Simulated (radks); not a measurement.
# Pd²⁺ in [Kr] 4d8: an all-electron calculation

An exercise on one series of results from a longer session: the logs are not shown, and one member is left open.

The numbers are computed with radks (a radial shooting solver on a logarithmic mesh, Libxc functionals) version 1 (scalar-relativistic Kohn-Sham, SCAN, spin-polarised, spherical densities, finite nucleus; open shells are filled with parallel spins first), except any that are marked as measured or tabulated.

## What is computed

```
element            : palladium (Z = 46)
charge             : +2
electrons          : 44
configuration      : [Kr] 4d8
nuclear rms radius : 4.5318 fm
```

The outer shells:

Pd²⁺
```
[Kr] core
4d [↑↓][↑↓][↑↓][↑ ][↑ ]
```

Set-up of the first run:

Input:

```text
Z 46
configuration [Kr] 4d8
relativity scalar-relativistic
functional scan,scan
spin polarised
nucleus finite rms 4.5318 fm
c 137.035999084
```

The run is started by

```bash
$ python run_ks.py task.json out
```

All runs below come from this command, one after another.

One of the session's tables, all rows but one given; the rest of the session is left out.

It belongs to the step «Orbitals and density». From the orbitals of this run (lengths in bohr):

| level | <r> | outermost maximum (interpolated) | 90 % within | nodes |
| --- | --- | --- | --- | --- |
| 1s up | 0.03186 | 0.0207 | 0.0571 | 0 |
| 1s down | 0.03186 | 0.0207 | 0.0571 | 0 |
| 2s up | 0.1382 | 0.117 | 0.214 | 1 |
| 2s down | 0.1382 | 0.117 | 0.214 | 1 |
| 2p up | 0.1206 | 0.0934 | 0.196 | 0 |
| 2p down | 0.1206 | 0.0934 | 0.196 | 0 |
| 3s up | 0.3783 | 0.341 | 0.557 | 2 |
| 3s down | 0.3783 | 0.341 | 0.557 | 2 |
| 3p up | 0.3781 | 0.335 | 0.569 | 1 |
| 3p down | 0.3781 | 0.335 | 0.569 | 1 |
| 3d up | 0.3576 | 0.283 | 0.566 | 0 |
| 3d down | 0.3576 | 0.283 | 0.566 | 0 |
| 4s up | 0.9464 | 0.854 | 1.37 | 3 |
| 4s down | 0.9445 | 0.852 | 1.37 | 3 |
| 4p up | 1.035 | 0.911 | 1.53 | 2 |
| 4p down | ? | ? | ? | ? |
| 4d up | 1.360 | 1.07 | 2.14 | 1 |
| 4d down | 1.376 | 1.07 | 2.18 | 1 |

Estimate the missing values for 4p down.

As computed: <r>: 1.034; outermost maximum (interpolated): 0.909; 90 % within: 1.53; nodes: 2. In the column «<r>» it lies between 4s up (0.9464) and 4p up (1.035).

To keep in mind: Open shells are spherical and high-spin; term and fine-structure splittings are not resolved.
